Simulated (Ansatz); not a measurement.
# BSiNH4S (SMILES S[SiH]1BN1): MP2/cc-pVDZ

What is the vertical singlet–triplet gap of BSiNH4S at MP2/cc-pVDZ? 

The results are computed with Ansatz 0.2.0.

97 further runs of the same task are left out: 97 set aside as unsound or not needed.

## Step 1: Starting point

BSiNH4S: 8 atoms, total charge 0, spin state singlet. SMILES: `S[SiH]1BN1`. The coordinates come from a PBE0-D4/def2-TZVP relaxation. This is one conformer, not always the lowest.

Bond lengths: S1–Si2 2.130 Å, Si2–B3 1.919 Å, Si2–N4 1.750 Å, B3–N4 1.383 Å, S1–H5 1.344 Å, Si2–H6 1.482 Å, B3–H7 1.188 Å, N4–H8 1.010 Å. Some angles: S1–Si2–B3 124.2°, S1–Si2–N4 118.5°, B3–Si2–N4 44.0°, Si2–B3–N4 61.5°, Si2–N4–B3 74.5°, S1–Si2–H6 108.2°, B3–Si2–H6 127.6°, N4–Si2–H6 114.3°, Si2–S1–H5 95.1°, Si2–B3–H7 162.4°.

## Step 2: A single-point energy at MP2/cc-pVDZ

The input, in.yaml:

```yaml
crystal:
  periodic: [false, false, false]
  atoms:
    - {symbol: S, position_ang: [-2.198700, -0.554700, -0.360400]}
    - {symbol: Si, position_ang: [-0.326600, -0.039100, 0.515400]}
    - {symbol: B, position_ang: [1.350500, -0.825500, 0.014200]}
    - {symbol: "N", position_ang: [0.999600, 0.392100, -0.541100]}
    - {symbol: H, position_ang: [-2.816800, 0.582000, 0.001900]}
    - {symbol: H, position_ang: [-0.578800, 0.932200, 1.605800]}
    - {symbol: H, position_ang: [2.264800, -1.577600, -0.080200]}
    - {symbol: H, position_ang: [1.398200, 1.033600, -1.211500]}
basis:
  gaussian: {orbitals: cc-pVDZ}
correlation: {method: mp2, frozen_orbitals: {B: 1, H: 0, "N": 1, S: 5, Si: 5}}
accuracy: high
```

Started as:

```console
$ ansatz run in.yaml --threads 1 --pin off --max-ram 2610MiB --events-out events.jsonl --progress --plain --runs-dir runs
```

Output:

```text
Warning: RAYON_NUM_THREADS=1 ignored (pool sized by the plan → 1); use --threads N
Functional definition: HF
  name "HF"
  exchange = exact_x
  correlation = 0
1930 factors; integrals over basis functions are off by at most 3.9e-9 eV
mean field evaluation 1: about -20894.2594 eV, gradient 3.2e1 eV
mean field evaluation 2: about -20894.3501 eV, gradient 3.2e1 eV
mean field evaluation 4: about -20897.0350 eV, gradient 3.5e0 eV
mean field evaluation 8: about -20897.0886 eV, gradient 2.3e-4 eV
mean field -20897.08864587 eV, -767.9538431801 hartree, gradient 4.9e-8 eV, S^2 0.000000; 0 other end points of the search recorded, 0 dependent functions left out
12 core orbitals not correlated: weight in the atoms' cores, before any rotation towards them, 1.000 or more for the frozen orbitals, at most 0.000 for the correlated occupied ones
reference -20897.08864587 eV, -767.9538431801 hartree; 11, 11 occupied and 61, 61 virtual orbitals, 1930 factors
second order -12.94168525 eV of doubles, -0.00000000 eV of singles
Total energy: -20910.03033111 eV, -768.4294413407 hartree
```

Run time: 3.9 s. Hardware: 1 thread of Arm Neoverse V1, shared host; peak memory 0.23 GiB.

## Step 3: The triplet, same level

The input, molecule.yaml:

```yaml
basis:
  gaussian: {orbitals: cc-pVDZ}
crystal:
  periodic: [false, false, false]
  atoms:
    - {symbol: S, position_ang: [-2.198700, -0.554700, -0.360400]}
    - {symbol: Si, position_ang: [-0.326600, -0.039100, 0.515400]}
    - {symbol: B, position_ang: [1.350500, -0.825500, 0.014200]}
    - {symbol: "N", position_ang: [0.999600, 0.392100, -0.541100]}
    - {symbol: H, position_ang: [-2.816800, 0.582000, 0.001900]}
    - {symbol: H, position_ang: [-0.578800, 0.932200, 1.605800]}
    - {symbol: H, position_ang: [2.264800, -1.577600, -0.080200]}
    - {symbol: H, position_ang: [1.398200, 1.033600, -1.211500]}
magnetization: {spin_polarized: true, initial_magnetization: 2}
correlation: {method: mp2, frozen_orbitals: {B: 1, H: 0, "N": 1, S: 5, Si: 5}}
accuracy: high
```

Started as:

```console
$ ansatz run molecule.yaml --threads 1 --pin off --max-ram 2610MiB --events-out events.jsonl --progress --plain --runs-dir runs
```

Output, cut to the lines that bear on the results:

```text
Warning: RAYON_NUM_THREADS=1 ignored (pool sized by the plan → 1); use --threads N
Functional definition: HF
  name "HF"
[...]
1930 factors; integrals over basis functions are off by at most 3.9e-9 eV
[...]
mean field -20892.71449450 eV, -767.7930960823 hartree, gradient 2.3e-8 eV, S^2 2.014383; 7 other end points of the search recorded, 0 dependent functions left out
12 core orbitals not correlated: weight in the atoms' cores, before any rotation towards them, 1.000 or more for the frozen orbitals, at most 0.000 for the correlated occupied ones
reference -20892.71449450 eV, -767.7930960823 hartree; 12, 10 occupied and 60, 62 virtual orbitals, 1930 factors
second order -12.47312106 eV of doubles, -0.00000000 eV of singles
Total energy: -20905.18761556 eV, -768.2514748268 hartree
```

Run time: 13 s. Hardware: 1 thread of Arm Neoverse V1, shared host; peak memory 0.38 GiB.

## Step 4: Results

Level: MP2/cc-pVDZ, 12 core orbitals frozen.

```
                                             quantity          value
                                singlet: total energy  -768.42944 Eh
singlet: correlation energy (12 core orbitals frozen)     -475.6 mEh
                                triplet: total energy  -768.25147 Eh
triplet: correlation energy (12 core orbitals frozen)     -458.4 mEh
           triplet: ⟨S²⟩ of the reference determinant          2.014
     vertical energy of the triplet above the singlet       4.843 eV
```

What this shows: At this shape the triplet lies 4.84 eV (112 kcal/mol) above the singlet.
